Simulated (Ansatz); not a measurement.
LaBi:

```
Bi La
1.0
     0.00000    3.28250    3.28250
     3.28250    0.00000    3.28250
     3.28250    3.28250    0.00000
Bi La
1 1
Direct
  0.50000 0.50000 0.50000
  0.00000 0.00000 0.00000
```

| Item | Value |
| --- | --- |
| Program | Ansatz 0.2.0 |
| Task | relaxation of cell and atoms |
| Functional | RPBE |
| Potentials or basis | all-electron LAPW, scalar-relativistic |
| Basis error allowed | 0.001 eV/atom |
| k mesh | 7 × 7 × 7 |
| Occupations | fermi-dirac, width 0.05 eV |
| Spin | no spin polarisation |

At the start: volume 35.37 Å³/atom.

Where does the relaxation end?

Over 5 steps the energy falls by 29.5 meV/atom and the volume is 38.08 Å³/atom (+7.7 %); space group Fm-3m (No. 225, to 0.05 Å).

Step by step:
```csv
step,energy change (eV),largest force (eV/Å),volume (Å³)
1,0.0000,0.0000,70.74
2,-0.0446,0.0000,79.06
3,-0.0587,0.0000,76.47
4,-0.0589,0.0000,76.15
5,-0.0589,0.0000,76.15
```

Final structure:
```
CELL_PARAMETERS angstrom
0.00000 3.36426 3.36426
3.36426 0.00000 3.36426
3.36426 3.36426 0.00000
ATOMIC_POSITIONS crystal
Bi 0.50000 0.50000 0.50000
La 0.00000 0.00000 0.00000
```
